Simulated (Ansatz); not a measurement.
# C₂H₇NOSi: one species, many methods

How much do the methods differ for C₂H₇NOSi? The plan is to run it at one geometry with functionals of several rungs and with coupled cluster. The yardstick is the atomisation energy at the CCSD(T) limit.

Method: functionals in def2-TZVPP, the program's frozen cores in correlated methods; program: Ansatz 0.2.0, Gaussian basis.

Plan: LDA (SPW92), PBE-D4, revPBE-D4, BLYP-D4, r2SCAN-D4, B97M-V, PBE0-D4, B3LYP-D4, r2SCANh-D4, r2SCAN0-D4, HSE06-D4, BHLYP-D4, CAM-B3LYP-D4, LC-ωPBE, ωB97X-V, ωB97M-V, B2PLYP, PBE-QIDH; CCSD(T)/def2-SVP; CCSD(T)/def2-TZVPP; MP2/def2-QZVPP; extrapolation to the limit; RPA on PBE.

## (1) The geometry

All runs share one geometry, relaxed beforehand with PBE0-D4 in a triple-zeta def2 set.

SMILES `C[Si]1(N)CO1`, 12 atoms, charge 0, spin multiplicity 1.

Atoms are counted from 1 here; the program's logs count them from 0.

Bond lengths: C1–Si2 1.850 Å, C1–H6 1.093 Å, C1–H7 1.092 Å, C1–H8 1.091 Å, Si2–N3 1.694 Å, Si2–C4 1.800 Å, Si2–O5 1.652 Å, N3–H9 1.005 Å, N3–H10 1.005 Å, C4–O5 1.499 Å, C4–H11 1.089 Å, C4–H12 1.090 Å. Angles: Si2–C1–H6 110.8°, Si2–C1–H7 111.4°, Si2–C1–H8 109.8°, H6–C1–H7 108.2°, H6–C1–H8 108.0°, H7–C1–H8 108.6°, C1–Si2–N3 109.6°, C1–Si2–C4 123.9°, C1–Si2–O5 117.9°, N3–Si2–C4 122.6°, N3–Si2–O5 119.7°, C4–Si2–O5 51.2°, Si2–N3–H9 123.1°, Si2–N3–H10 122.2°, H9–N3–H10 112.8°, Si2–C4–O5 59.3°, Si2–C4–H11 123.9°, Si2–C4–H12 122.4° and more.

## (2) LDA

This LDA is Slater exchange with PW92 correlation.

The input, in.yaml:

```yaml
crystal:
  periodic: [false, false, false]
  atoms:
    - {symbol: C, position_ang: [-1.390860, 0.319206, 0.881662]}
    - {symbol: Si, position_ang: [0.165332, 0.066645, -0.086539]}
    - {symbol: N, position_ang: [1.506968, 0.358185, 0.906009]}
    - {symbol: C, position_ang: [0.265424, -0.924159, -1.585745]}
    - {symbol: O, position_ang: [0.185884, 0.570504, -1.660061]}
    - {symbol: H, position_ang: [-1.464786, 1.350582, 1.236949]}
    - {symbol: H, position_ang: [-1.432631, -0.343473, 1.748815]}
    - {symbol: H, position_ang: [-2.256431, 0.117706, 0.248767]}
    - {symbol: H, position_ang: [2.454956, 0.324507, 0.572728]}
    - {symbol: H, position_ang: [1.424359, 0.812580, 1.798631]}
    - {symbol: H, position_ang: [-0.592117, -1.407112, -2.052303]}
    - {symbol: H, position_ang: [1.211000, -1.300370, -1.974813]}
basis:
  gaussian: {orbitals: def2-TZVPP}
hamiltonian: {xc: lda}
output: {orbitals: {seedname: orbitals}}
```

Run with:

```sh
$ ansatz run in.yaml --threads 4 --pin off --events-out ev --progress --plain --max-ram 10444MiB
```

The runs that follow: PBE-D4 (GGA); revPBE-D4 (GGA); BLYP-D4 (GGA); r2SCAN-D4 (meta-GGA); B97M-V (meta-GGA); PBE0-D4 (hybrid); B3LYP-D4 (hybrid); r2SCANh-D4 (hybrid); r2SCAN0-D4 (hybrid); HSE06-D4 (hybrid); BHLYP-D4 (hybrid); CAM-B3LYP-D4 (range-separated); LC-ωPBE (range-separated); ωB97X-V (range-separated); ωB97M-V (range-separated); B2PLYP (double hybrid); PBE-QIDH (double hybrid); CCSD(T) in def2-SVP; CCSD(T) in def2-TZVPP; MP2 in def2-QZVPP; RPA on PBE orbitals.

Q: Predict the results of all the runs planned. Wanted: atomisation energy, CCSD(T)/CBS; farthest beyond LDA; mean size of error, GGA; mean size of error, meta-GGA; mean size of error, hybrid; mean size of error, range-separated; mean size of error, double hybrid; gap, smallest and largest; T1 diagnostic.

**Answer**, as computed:

| quantity | value |
| --- | --- |
| atomisation energy, CCSD(T)/CBS | 1094.9 kcal/mol |
| functionals within 5.5 kcal/mol (0.5 %) | BLYP-D4, r2SCAN-D4, B97M-V, PBE0-D4, B3LYP-D4, HSE06-D4, CAM-B3LYP-D4, LC-ωPBE, ωB97X-V, ωB97M-V |
| farthest beyond LDA | BHLYP-D4 (-35.0 kcal/mol) |
| mean size of error, GGA | 9.5 kcal/mol |
| mean size of error, meta-GGA | 1.3 kcal/mol |
| mean size of error, hybrid | 10.1 kcal/mol |
| mean size of error, range-separated | 3.8 kcal/mol |
| mean size of error, double hybrid | 11.1 kcal/mol |
| gap, smallest and largest | 5.18 eV (BLYP-D4), 12.33 eV (LC-ωPBE) |
| T1 diagnostic | 0.0116 |
| triples share of the correlation energy | 3.9 % |

What this shows: The LDA atomisation energy is off by 159.1 kcal/mol (15 %): it overbinds. PBE-D4 is off by +21.1 kcal/mol. Double hybrids carry the basis error of their MP2 part in triple zeta, and no dispersion term here, so their miss is partly the set-up's. The rungs meta-GGA, range-separated miss on average by less than the doubt on the reference (5.5 kcal/mol), so they tie. Misses under about 5.5 kcal/mol are within the doubt on the reference itself, which lacks core-valence correlation, relativity and higher excitations. Hartree-Fock recovers 71 % of the binding; the rest is correlation. CCSD(T) in def2-SVP is off by -79.3 kcal/mol, which most functionals beat. Orbital gaps span 5.2 to 12.3 eV; exact exchange widens them.
